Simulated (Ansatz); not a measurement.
# CH4ClNSi: basis-set convergence

The task here is to estimate one member of a computed series from the others.

Program: Ansatz 0.2.0, Gaussian basis. Level of theory: one geometry, several basis sets. These are calculated values, not measurements.

Plan: PBE0-D4/def2-SVP; ωB97M-V/def2-SVP; PBE0-D4/def2-QZVPP; ωB97M-V/def2-QZVPP; the functionals' def2-TZVPP values are taken from earlier runs.

## The geometry

The geometry comes from an earlier relaxation with PBE0-D4 in a triple-zeta def2 set; it is a stationary point, not always the lowest conformer.

SMILES `N=C([SiH3])Cl`, 8 atoms, charge 0, spin multiplicity 1.

Atoms are counted from 1 here; the program's logs count them from 0.

Bond lengths: N1–C2 1.248 Å, N1–H5 1.020 Å, C2–Si3 1.893 Å, C2–Cl4 1.786 Å, Si3–H6 1.482 Å, Si3–H7 1.482 Å, Si3–H8 1.480 Å. Angles: C2–N1–H5 114.3°, N1–C2–Si3 124.3°, N1–C2–Cl4 123.1°, Si3–C2–Cl4 112.7°, C2–Si3–H6 107.7°, C2–Si3–H7 107.7°, C2–Si3–H8 108.6°, H6–Si3–H7 109.8°, H6–Si3–H8 111.4°, H7–Si3–H8 111.4°.

The first run:

The input, in.yaml:

```yaml
crystal:
  periodic: [false, false, false]
  atoms:
    - {symbol: N, position_ang: [-0.133963, 1.454717, -0.961907]}
    - {symbol: C, position_ang: [-0.418521, 0.335375, -0.490032]}
    - {symbol: Si, position_ang: [0.653358, -0.598331, 0.760326]}
    - {symbol: Cl, position_ang: [-1.899099, -0.560559, -0.931261]}
    - {symbol: H, position_ang: [-0.820556, 1.817518, -1.623873]}
    - {symbol: H, position_ang: [1.022560, -1.900497, 0.155691]}
    - {symbol: H, position_ang: [-0.163537, -0.822565, 1.976881]}
    - {symbol: H, position_ang: [1.851856, 0.217343, 1.058375]}
basis:
  gaussian: {orbitals: def2-SVP}
hamiltonian: {xc: pbe0, dispersion: d4}
output: {orbitals: {seedname: orbitals}}
```

The run is started by

```bash
> ansatz run in.yaml --threads 2 --pin off --events-out ev --progress --plain --max-ram 4352MiB
```

Among the steps run: PBE0-D4 in def2-SVP; ωB97M-V in def2-SVP; PBE0-D4 in def2-QZVPP; ωB97M-V in def2-QZVPP.

One table of the session follows, with a row left open; its other results are not shown here.

It belongs to the step «Functionals by basis». 

| functional | basis | HOMO (eV) |
| --- | --- | --- |
| PBE0-D4 | def2-SVP | -8.07 |
| PBE0-D4 | def2-TZVPP | -8.27 |
| PBE0-D4 | def2-QZVPP | -8.31 |
| ωB97M-V | def2-SVP | -10.26 |
| ωB97M-V | def2-TZVPP | ? |
| ωB97M-V | def2-QZVPP | -10.54 |

Estimate the missing values for ωB97M-V, def2-TZVPP.

As computed: HOMO (eV): -10.50. In the column «HOMO (eV)» it lies between ωB97M-V, def2-QZVPP (-10.54) and ωB97M-V, def2-SVP (-10.26).
